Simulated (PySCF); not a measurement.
**C3H7Al: NMR shifts at several levels of theory**

Aim: compute the NMR shifts of C3H7Al (`[AlH2][CH]1CC1`) at several levels, and see how far they spread and what each costs.

The runs use PySCF 2.14.0, with density-fitted response routines of our own; the level of theory stands in each step. All values are computed, except where a source is named. Atoms are numbered from 0 throughout.

## Step 1: The starting structure

11 atoms, charge 0, multiplicity 1; geometry from: PBE0-D3(BJ)/def2-SVP.

Bonds of the start (Å): Al0–C1 1.94, C1–C2 1.52, C2–C3 1.48, C3–C1 1.52, Al0–H4 1.60, Al0–H5 1.59, C1–H6 1.10, C2–H7 1.09, C2–H8 1.10, C3–H9 1.09, C3–H10 1.10.

## Step 2: NMR shieldings: HF/pcSseg-2

What the job is given:

```
{"job": {"kind": "nmr", "xc": "HF", "basis": "pcSseg-2", "pop": false}, "charge": 0, "multiplicity": 1}
Al     1.870199     0.002122     0.284180
C     -0.021985    -0.327749     0.527351
C     -0.913886    -0.540278    -0.689635
C     -1.041395     0.716476     0.088424
H      2.305271     0.828083    -1.009609
H      2.966711    -0.519352     1.314700
H     -0.338151    -0.903191     1.406085
H     -1.710238    -1.285201    -0.603185
H     -0.467252    -0.490072    -1.688487
H     -1.925548     0.846882     0.719265
H     -0.684375     1.647502    -0.364545
```

With the program's defaults for keys left out, this is: GIAO HF/pcSseg-2 NMR shielding, non-relativistic, gas phase.

The run is started by

```console
OMP_NUM_THREADS=1 python probes_run.py task.json out
```

The driver reads the jobs from task.json and runs them one after another.

The program printed:

```text
final grid: 83120 points
cycle   1  E = -359.5466692546  dE =  5.528e-01  |g| = 3.266e-01  |ddm| = 2.227e+00
cycle   2  E = -359.5879088750  dE = -4.124e-02  |g| = 9.327e-02  |ddm| = 4.103e-01
cycle   3  E = -359.5912738569  dE = -3.365e-03  |g| = 3.588e-02  |ddm| = 1.678e-01
cycle   4  E = -359.5916394364  dE = -3.656e-04  |g| = 5.413e-03  |ddm| = 3.639e-02
cycle   5  E = -359.5916497788  dE = -1.034e-05  |g| = 1.251e-03  |ddm| = 8.264e-03
cycle   6  E = -359.5916505357  dE = -7.569e-07  |g| = 3.460e-04  |ddm| = 2.283e-03
cycle   7  E = -359.5916506278  dE = -9.216e-08  |g| = 1.042e-04  |ddm| = 8.711e-04
cycle   8  E = -359.5916506345  dE = -6.640e-09  |g| = 4.066e-05  |ddm| = 2.271e-04
cycle   9  E = -359.5916506354  dE = -9.435e-10  |g| = 7.718e-06  |ddm| = 9.846e-05
converged SCF energy = -359.5916506354

GIAO shielding tensors (ppm)
atom      isotropic    diamagn.    paramagn.     s11        s22        s33       span
  0 Al     339.537     790.955    -451.418    278.418    353.276    386.918    108.500
  1 C      202.761     250.497     -47.736    156.205    202.758    249.319     93.115
  2 C      192.725     244.254     -51.529    165.096    183.877    229.201     64.104
  3 C      192.813     244.222     -51.409    165.226    183.937    229.275     64.049
  4 H       27.438      29.105      -1.667     24.769     25.654     31.891      7.122
  5 H       26.785      28.559      -1.774     24.456     24.497     31.402      6.945
  6 H       32.740      31.921       0.819     25.913     27.990     44.315     18.402
  7 H       31.038      29.631       1.407     24.908     26.446     41.761     16.853
  8 H       31.364      30.804       0.560     25.242     27.227     41.623     16.381
  9 H       31.039      29.623       1.416     24.903     26.449     41.765     16.862
 10 H       31.366      30.795       0.571     25.239     27.225     41.634     16.395
```

Run time: 23 s. Hardware: 1 thread of Arm Neoverse N1, shared host; peak memory 0.94 GiB.

The references, computed at this level on geometries of the same kind, shield at (ppm): 1H TMS 31.68, 13C TMS 191.5, 27Al AlH4- 511.7. Their shielding less the atom's gives the shift. The references are single molecules in the gas phase. Shifts against hydride references such as AlH4− lie on their own scale. Atoms listed in one row are averaged.

```tsv
atoms	environment	σ (ppm)	δ (ppm)
C2, C3	three-membered-ring carbon	192.8	-1.3
C1	three-membered-ring carbon	202.8	-11.3
H4, H5	hydrogen on an aluminium bonded to C	27.11	4.57
H7, H9	hydrogen on a three-membered-ring carbon	31.04	0.64
H8, H10	hydrogen on a three-membered-ring carbon	31.37	0.32
H6	hydrogen on a three-membered-ring carbon	32.74	-1.06
Al0	aluminium bonded to C, 2 H	339.5	172.2
```

Ring of atoms C1, C2, C3: NICS(0) -44.7, NICS(1) -9.5, NICS(1)zz -26.3 ppm (means of both faces).

In rings of three or four atoms NICS is ruled by the nearby σ bonds, so it says little on aromaticity.

## Step 3: Nuclear shieldings: LDA/pcSseg-2

Same as in step 2 but for these lines:

```diff
@@ -1,2 +1,2 @@
-{"job": {"kind": "nmr", "xc": "HF", "basis": "pcSseg-2", "pop": false}, "charge": 0, "multiplicity": 1}
+{"job": {"kind": "nmr", "xc": "LDA", "basis": "pcSseg-2", "pop": false}, "charge": 0, "multiplicity": 1}
 Al     1.870199     0.002122     0.284180
```

With the program's defaults for keys left out, this is: GIAO LDA/pcSseg-2 NMR shielding, non-relativistic, gas phase.

The program printed:

```text
coarse grid: 9224 points
cycle   1  E = -358.6959541921  dE =  1.480e-01  |g| = 5.701e-01  |ddm| = 2.491e+00
cycle   2  E = -358.4019844263  dE =  2.940e-01  |g| = 1.167e+00  |ddm| = 1.225e+00
cycle   3  E = -358.7822314763  dE = -3.802e-01  |g| = 9.680e-02  |ddm| = 9.560e-01
cycle   4  E = -358.7852257704  dE = -2.994e-03  |g| = 1.882e-02  |ddm| = 1.507e-01
cycle   5  E = -358.7852630935  dE = -3.732e-05  |g| = 1.493e-02  |ddm| = 2.555e-02
cycle   6  E = -358.7853187777  dE = -5.568e-05  |g| = 2.027e-03  |ddm| = 1.267e-02
cycle   7  E = -358.7853197889  dE = -1.011e-06  |g| = 5.406e-04  |ddm| = 2.579e-03
final grid: 83120 points
cycle   8  E = -358.7863632059  dE = -7.207e-05  |g| = 4.108e-03  |ddm| = 3.874e-02
cycle   9  E = -358.7863540238  dE =  9.182e-06  |g| = 7.082e-03  |ddm| = 7.660e-03
cycle  10  E = -358.7863671540  dE = -1.313e-05  |g| = 7.450e-04  |ddm| = 5.283e-03
cycle  11  E = -358.7863672741  dE = -1.200e-07  |g| = 1.825e-04  |ddm| = 7.689e-04
cycle  12  E = -358.7863672802  dE = -6.152e-09  |g| = 8.239e-05  |ddm| = 1.914e-04
cycle  13  E = -358.7863672819  dE = -1.680e-09  |g| = 1.339e-05  |ddm| = 8.122e-05
cycle  14  E = -358.7863672819  dE = -5.036e-11  |g| = 2.382e-06  |ddm| = 1.820e-05
converged SCF energy = -358.7863672819

GIAO shielding tensors (ppm)
atom      isotropic    diamagn.    paramagn.     s11        s22        s33       span
  0 Al     207.974     793.842    -585.868    105.236    195.854    322.833    217.596
  1 C      176.261     249.000     -72.739    119.109    187.785    221.889    102.780
  2 C      176.919     247.005     -70.086    147.921    172.487    210.350     62.429
  3 C      177.053     246.988     -69.935    148.174    172.569    210.417     62.243
  4 H       25.543      27.738      -2.194     23.630     23.645     29.355      5.725
  5 H       24.722      27.550      -2.828     22.381     22.953     28.832      6.451
  6 H       30.769      30.694       0.074     24.831     26.916     40.560     15.729
  7 H       29.879      29.440       0.438     24.177     25.786     39.674     15.497
  8 H       30.109      29.868       0.241     24.390     26.481     39.455     15.065
  9 H       29.879      29.431       0.449     24.174     25.787     39.677     15.503
 10 H       30.112      29.858       0.254     24.388     26.478     39.470     15.082
```

Run time: 43 s. Hardware: 1 thread of Arm Neoverse N1, shared host; peak memory 0.81 GiB.

Key values: δ C1 4.0, C2 3.3, Al0 257.1, H4 5.64, H7 0.89 ppm (means over like atoms).

## Step 4: Nuclear shieldings: PBE/pcSseg-2

Same as in step 3 but for these lines:

```diff
@@ -1,2 +1,2 @@
-{"job": {"kind": "nmr", "xc": "LDA", "basis": "pcSseg-2", "pop": false}, "charge": 0, "multiplicity": 1}
+{"job": {"kind": "nmr", "xc": "PBE", "basis": "pcSseg-2", "pop": false}, "charge": 0, "multiplicity": 1}
 Al     1.870199     0.002122     0.284180
```

Level: GIAO PBE/pcSseg-2 NMR shielding, non-relativistic, gas phase.

The program printed:

```text
coarse grid: 9224 points
cycle   1  E = -360.5641194036  dE =  1.526e-01  |g| = 5.430e-01  |ddm| = 2.311e+00
cycle   2  E = -360.3267258478  dE =  2.374e-01  |g| = 1.064e+00  |ddm| = 1.187e+00
cycle   3  E = -360.6449697230  dE = -3.182e-01  |g| = 8.939e-02  |ddm| = 8.934e-01
cycle   4  E = -360.6475741910  dE = -2.604e-03  |g| = 1.539e-02  |ddm| = 1.343e-01
cycle   5  E = -360.6476033424  dE = -2.915e-05  |g| = 1.131e-02  |ddm| = 2.025e-02
cycle   6  E = -360.6476356549  dE = -3.231e-05  |g| = 1.788e-03  |ddm| = 9.967e-03
cycle   7  E = -360.6476364037  dE = -7.489e-07  |g| = 3.420e-04  |ddm| = 1.825e-03
final grid: 83120 points
cycle   8  E = -360.6574887166  dE = -7.827e-05  |g| = 1.123e-02  |ddm| = 4.139e-02
cycle   9  E = -360.6574113429  dE =  7.737e-05  |g| = 2.028e-02  |ddm| = 2.169e-02
cycle  10  E = -360.6575211653  dE = -1.098e-04  |g| = 9.914e-04  |ddm| = 1.469e-02
cycle  11  E = -360.6575213650  dE = -1.997e-07  |g| = 3.994e-04  |ddm| = 1.066e-03
cycle  12  E = -360.6575213999  dE = -3.483e-08  |g| = 1.193e-04  |ddm| = 3.486e-04
cycle  13  E = -360.6575214036  dE = -3.718e-09  |g| = 2.159e-05  |ddm| = 1.401e-04
cycle  14  E = -360.6575214037  dE = -1.144e-10  |g| = 3.173e-06  |ddm| = 2.753e-05
converged SCF energy = -360.6575214037

GIAO shielding tensors (ppm)
atom      isotropic    diamagn.    paramagn.     s11        s22        s33       span
  0 Al     253.153     793.597    -540.444    162.227    252.161    345.073    182.846
  1 C      178.456     249.308     -70.852    125.571    186.239    223.558     97.987
  2 C      175.841     246.901     -71.060    147.890    170.003    209.629     61.739
  3 C      175.957     246.886     -70.929    148.104    170.069    209.697     61.593
  4 H       26.314      28.676      -2.362     24.264     24.411     30.267      6.003
  5 H       25.488      28.233      -2.745     23.113     23.621     29.731      6.618
  6 H       31.397      31.058       0.339     25.468     27.528     41.196     15.727
  7 H       30.338      29.533       0.804     24.705     26.406     39.903     15.198
  8 H       30.583      30.431       0.153     24.930     27.119     39.701     14.771
  9 H       30.338      29.525       0.814     24.703     26.407     39.905     15.202
 10 H       30.587      30.422       0.164     24.927     27.118     39.716     14.788
```

It took 52 s on 1 thread of Arm Neoverse N1, shared host; peak memory 0.84 GiB.

This run: δ C2 3.5, C1 0.9, Al0 225.3, H4 5.28, H7 0.84 ppm (means over like atoms).

## Step 5: NMR shieldings: BLYP/pcSseg-2

Same as in step 4 but for these lines:

```diff
@@ -1,2 +1,2 @@
-{"job": {"kind": "nmr", "xc": "PBE", "basis": "pcSseg-2", "pop": false}, "charge": 0, "multiplicity": 1}
+{"job": {"kind": "nmr", "xc": "BLYP", "basis": "pcSseg-2", "pop": false}, "charge": 0, "multiplicity": 1}
 Al     1.870199     0.002122     0.284180
```

Level: GIAO BLYP/pcSseg-2 NMR shielding, non-relativistic, gas phase.

The program printed:

```text
coarse grid: 9224 points
cycle   1  E = -360.7920117511  dE =  1.550e-01  |g| = 5.767e-01  |ddm| = 2.302e+00
cycle   2  E = -360.4935224708  dE =  2.985e-01  |g| = 1.173e+00  |ddm| = 1.312e+00
cycle   3  E = -360.8822756296  dE = -3.888e-01  |g| = 1.022e-01  |ddm| = 1.003e+00
cycle   4  E = -360.8857767819  dE = -3.501e-03  |g| = 1.787e-02  |ddm| = 1.585e-01
cycle   5  E = -360.8858359981  dE = -5.922e-05  |g| = 1.047e-02  |ddm| = 2.289e-02
cycle   6  E = -360.8858627851  dE = -2.679e-05  |g| = 2.590e-03  |ddm| = 1.001e-02
cycle   7  E = -360.8858643331  dE = -1.548e-06  |g| = 4.298e-04  |ddm| = 2.088e-03
final grid: 83120 points
cycle   8  E = -360.8990562523  dE = -7.568e-05  |g| = 7.631e-03  |ddm| = 3.854e-02
cycle   9  E = -360.8990203857  dE =  3.587e-05  |g| = 1.377e-02  |ddm| = 1.460e-02
cycle  10  E = -360.8990708031  dE = -5.042e-05  |g| = 8.145e-04  |ddm| = 1.020e-02
cycle  11  E = -360.8990709441  dE = -1.410e-07  |g| = 3.687e-04  |ddm| = 9.506e-04
cycle  12  E = -360.8990709716  dE = -2.753e-08  |g| = 1.386e-04  |ddm| = 3.227e-04
cycle  13  E = -360.8990709766  dE = -4.998e-09  |g| = 2.412e-05  |ddm| = 1.531e-04
cycle  14  E = -360.8990709767  dE = -1.469e-10  |g| = 3.589e-06  |ddm| = 3.044e-05
converged SCF energy = -360.8990709767

GIAO shielding tensors (ppm)
atom      isotropic    diamagn.    paramagn.     s11        s22        s33       span
  0 Al     248.563     793.114    -544.551    155.791    250.604    339.296    183.505
  1 C      173.724     247.323     -73.600    119.910    180.161    221.100    101.190
  2 C      171.770     244.262     -72.493    143.298    165.204    206.807     63.509
  3 C      171.883     244.239     -72.356    143.507    165.274    206.870     63.363
  4 H       26.642      28.816      -2.174     24.576     24.757     30.593      6.017
  5 H       25.801      28.435      -2.634     23.440     23.915     30.047      6.607
  6 H       31.659      31.172       0.487     25.916     27.938     41.122     15.206
  7 H       30.538      29.811       0.728     25.030     26.771     39.815     14.785
  8 H       30.795      30.473       0.322     25.284     27.483     39.618     14.334
  9 H       30.539      29.802       0.737     25.027     26.771     39.817     14.790
 10 H       30.798      30.467       0.331     25.280     27.482     39.632     14.351
```

Wall time 52 s (1 thread of Arm Neoverse N1, shared host); peak memory 0.84 GiB.

In short: δ C2 3.2, C1 1.3, Al0 224.3, H4 5.15, H7 0.84 ppm (means over like atoms).

## Step 6: Shielding tensors: BP86/pcSseg-2

Same as in step 5 but for these lines:

```diff
@@ -1,2 +1,2 @@
-{"job": {"kind": "nmr", "xc": "BLYP", "basis": "pcSseg-2", "pop": false}, "charge": 0, "multiplicity": 1}
+{"job": {"kind": "nmr", "xc": "BP86", "basis": "pcSseg-2", "pop": false}, "charge": 0, "multiplicity": 1}
 Al     1.870199     0.002122     0.284180
```

Method: GIAO BP86/pcSseg-2 NMR shielding, non-relativistic, gas phase.

The program printed:

```text
coarse grid: 9224 points
cycle   1  E = -360.8938421437  dE =  1.520e-01  |g| = 5.361e-01  |ddm| = 2.303e+00
cycle   2  E = -360.6772134821  dE =  2.166e-01  |g| = 1.029e+00  |ddm| = 1.143e+00
cycle   3  E = -360.9723281704  dE = -2.951e-01  |g| = 8.954e-02  |ddm| = 8.491e-01
cycle   4  E = -360.9749164510  dE = -2.588e-03  |g| = 1.500e-02  |ddm| = 1.259e-01
cycle   5  E = -360.9749406777  dE = -2.423e-05  |g| = 1.139e-02  |ddm| = 2.005e-02
cycle   6  E = -360.9749735426  dE = -3.286e-05  |g| = 1.892e-03  |ddm| = 1.015e-02
cycle   7  E = -360.9749743530  dE = -8.104e-07  |g| = 3.559e-04  |ddm| = 1.913e-03
final grid: 83120 points
cycle   8  E = -360.9849329770  dE = -8.445e-05  |g| = 5.761e-03  |ddm| = 3.786e-02
cycle   9  E = -360.9849149935  dE =  1.798e-05  |g| = 9.775e-03  |ddm| = 1.047e-02
cycle  10  E = -360.9849406474  dE = -2.565e-05  |g| = 8.493e-04  |ddm| = 7.269e-03
cycle  11  E = -360.9849407806  dE = -1.333e-07  |g| = 2.530e-04  |ddm| = 8.004e-04
cycle  12  E = -360.9849407909  dE = -1.023e-08  |g| = 1.313e-04  |ddm| = 2.503e-04
cycle  13  E = -360.9849407951  dE = -4.258e-09  |g| = 1.644e-05  |ddm| = 1.213e-04
cycle  14  E = -360.9849407952  dE = -7.674e-11  |g| = 2.840e-06  |ddm| = 2.329e-05
converged SCF energy = -360.9849407952

GIAO shielding tensors (ppm)
atom      isotropic    diamagn.    paramagn.     s11        s22        s33       span
  0 Al     254.168     793.566    -539.398    162.374    254.454    345.676    183.302
  1 C      177.894     249.206     -71.312    124.810    185.832    223.040     98.230
  2 C      175.255     246.661     -71.406    147.382    169.361    209.023     61.641
  3 C      175.371     246.640     -71.270    147.595    169.426    209.092     61.497
  4 H       26.373      28.681      -2.309     24.316     24.473     30.328      6.013
  5 H       25.558      28.269      -2.711     23.189     23.696     29.789      6.600
  6 H       31.457      31.119       0.338     25.566     27.633     41.172     15.606
  7 H       30.402      29.608       0.794     24.801     26.509     39.896     15.095
  8 H       30.628      30.442       0.186     25.005     27.198     39.681     14.676
  9 H       30.402      29.598       0.804     24.799     26.509     39.898     15.100
 10 H       30.632      30.433       0.199     25.003     27.197     39.696     14.693
```

Wall time 52 s (1 thread of Arm Neoverse N1, shared host); peak memory 0.84 GiB.

This run: δ C2 3.9, C1 1.3, Al0 222.3, H4 5.27, H7 0.83 ppm (means over like atoms).

## Step 7: Shielding tensors: OPBE/pcSseg-2

Same as in step 6 but for these lines:

```diff
@@ -1,2 +1,2 @@
-{"job": {"kind": "nmr", "xc": "BP86", "basis": "pcSseg-2", "pop": false}, "charge": 0, "multiplicity": 1}
+{"job": {"kind": "nmr", "xc": "OPBE", "basis": "pcSseg-2", "pop": false}, "charge": 0, "multiplicity": 1}
 Al     1.870199     0.002122     0.284180
```

With the program's defaults for keys left out, this is: GIAO OPBE/pcSseg-2 NMR shielding, non-relativistic, gas phase.

The program printed:

```text
coarse grid: 9224 points
cycle   1  E = -360.7985459550  dE =  1.298e-01  |g| = 4.855e-01  |ddm| = 2.337e+00
cycle   2  E = -360.6546025776  dE =  1.439e-01  |g| = 8.664e-01  |ddm| = 1.088e+00
cycle   3  E = -360.8661456881  dE = -2.115e-01  |g| = 6.606e-02  |ddm| = 7.639e-01
cycle   4  E = -360.8675477961  dE = -1.402e-03  |g| = 1.367e-02  |ddm| = 9.886e-02
cycle   5  E = -360.8675750964  dE = -2.730e-05  |g| = 9.550e-03  |ddm| = 1.913e-02
cycle   6  E = -360.8675979342  dE = -2.284e-05  |g| = 1.588e-03  |ddm| = 8.280e-03
cycle   7  E = -360.8675985773  dE = -6.432e-07  |g| = 3.169e-04  |ddm| = 1.906e-03
final grid: 83120 points
cycle   8  E = -360.8683014516  dE = -1.893e-04  |g| = 1.312e-02  |ddm| = 6.866e-02
cycle   9  E = -360.8682486073  dE =  5.284e-05  |g| = 1.815e-02  |ddm| = 2.065e-02
cycle  10  E = -360.8683316445  dE = -8.304e-05  |g| = 3.063e-03  |ddm| = 1.462e-02
cycle  11  E = -360.8683335369  dE = -1.892e-06  |g| = 3.401e-04  |ddm| = 2.201e-03
cycle  12  E = -360.8683335514  dE = -1.448e-08  |g| = 2.204e-04  |ddm| = 3.680e-04
cycle  13  E = -360.8683335633  dE = -1.183e-08  |g| = 3.660e-05  |ddm| = 1.951e-04
cycle  14  E = -360.8683335637  dE = -4.427e-10  |g| = 5.542e-06  |ddm| = 5.521e-05
converged SCF energy = -360.8683335637

GIAO shielding tensors (ppm)
atom      isotropic    diamagn.    paramagn.     s11        s22        s33       span
  0 Al     304.978     794.163    -489.185    233.806    309.682    371.447    137.641
  1 C      187.155     251.723     -64.568    140.199    192.819    228.448     88.248
  2 C      180.051     250.441     -70.391    153.501    174.497    212.154     58.653
  3 C      180.146     250.438     -70.292    153.675    174.537    212.226     58.551
  4 H       26.618      29.391      -2.773     24.410     24.755     30.688      6.278
  5 H       25.810      28.569      -2.760     23.423     23.848     30.157      6.734
  6 H       31.563      31.105       0.458     25.363     27.480     41.847     16.484
  7 H       30.406      29.220       1.185     24.658     26.421     40.139     15.481
  8 H       30.656      30.768      -0.112     24.870     27.155     39.944     15.073
  9 H       30.405      29.211       1.194     24.655     26.422     40.140     15.485
 10 H       30.661      30.763      -0.103     24.869     27.155     39.959     15.091
```

Run time: 51 s. Hardware: 1 thread of Arm Neoverse N1, shared host; peak memory 0.84 GiB.

Key values: δ C2 4.3, C1 -2.7, Al0 191.8, H4 4.99, H7 0.79 ppm (means over like atoms).

## Step 8: Shielding tensors: KT2/pcSseg-2

Same as in step 7 but for these lines:

```diff
@@ -1,2 +1,2 @@
-{"job": {"kind": "nmr", "xc": "OPBE", "basis": "pcSseg-2", "pop": false}, "charge": 0, "multiplicity": 1}
+{"job": {"kind": "nmr", "xc": "KT2", "basis": "pcSseg-2", "pop": false}, "charge": 0, "multiplicity": 1}
 Al     1.870199     0.002122     0.284180
```

Level: GIAO KT2/pcSseg-2 NMR shielding, non-relativistic, gas phase.

The program printed:

```text
coarse grid: 9224 points
cycle   1  E = -365.2191816536  dE =  1.679e-01  |g| = 4.859e-01  |ddm| = 2.385e+00
cycle   2  E = -365.0461791796  dE =  1.730e-01  |g| = 9.168e-01  |ddm| = 1.078e+00
cycle   3  E = -365.2874161295  dE = -2.412e-01  |g| = 8.042e-02  |ddm| = 7.769e-01
cycle   4  E = -365.2894754020  dE = -2.059e-03  |g| = 1.121e-02  |ddm| = 1.217e-01
cycle   5  E = -365.2894964155  dE = -2.101e-05  |g| = 7.982e-03  |ddm| = 1.867e-02
cycle   6  E = -365.2895122591  dE = -1.584e-05  |g| = 1.586e-03  |ddm| = 7.850e-03
cycle   7  E = -365.2895129313  dE = -6.722e-07  |g| = 4.225e-04  |ddm| = 2.226e-03
final grid: 83120 points
cycle   8  E = -365.3130548399  dE = -2.768e-04  |g| = 1.243e-02  |ddm| = 1.721e-01
cycle   9  E = -365.3130163741  dE =  3.847e-05  |g| = 1.566e-02  |ddm| = 1.898e-02
cycle  10  E = -365.3130730125  dE = -5.664e-05  |g| = 3.909e-03  |ddm| = 1.446e-02
cycle  11  E = -365.3130768482  dE = -3.836e-06  |g| = 3.546e-04  |ddm| = 2.878e-03
cycle  12  E = -365.3130768573  dE = -9.073e-09  |g| = 2.947e-04  |ddm| = 6.448e-04
cycle  13  E = -365.3130768805  dE = -2.324e-08  |g| = 4.150e-05  |ddm| = 2.607e-04
cycle  14  E = -365.3130768811  dE = -5.210e-10  |g| = 5.905e-06  |ddm| = 6.287e-05
converged SCF energy = -365.3130768811

GIAO shielding tensors (ppm)
atom      isotropic    diamagn.    paramagn.     s11        s22        s33       span
  0 Al     274.323     795.830    -521.507    185.314    270.919    366.736    181.422
  1 C      181.595     250.374     -68.779    129.248    188.005    227.533     98.285
  2 C      180.002     247.253     -67.251    152.969    172.464    214.573     61.605
  3 C      180.121     247.228     -67.107    153.189    172.531    214.642     61.453
  4 H       26.319      28.561      -2.242     24.304     24.421     30.230      5.926
  5 H       25.496      28.075      -2.579     23.144     23.662     29.683      6.538
  6 H       31.396      31.008       0.388     25.440     27.441     41.308     15.868
  7 H       30.342      29.168       1.174     24.666     26.333     40.027     15.361
  8 H       30.601      30.498       0.102     24.883     27.066     39.852     14.969
  9 H       30.342      29.160       1.183     24.664     26.334     40.029     15.365
 10 H       30.603      30.485       0.119     24.880     27.063     39.867     14.988
```

Wall time 51 s (1 thread of Arm Neoverse N1, shared host); peak memory 0.84 GiB.

This run: δ C2 2.2, C1 0.7, Al0 218.6, H4 5.27, H7 0.83 ppm (means over like atoms).

[end of part 1 of 2]
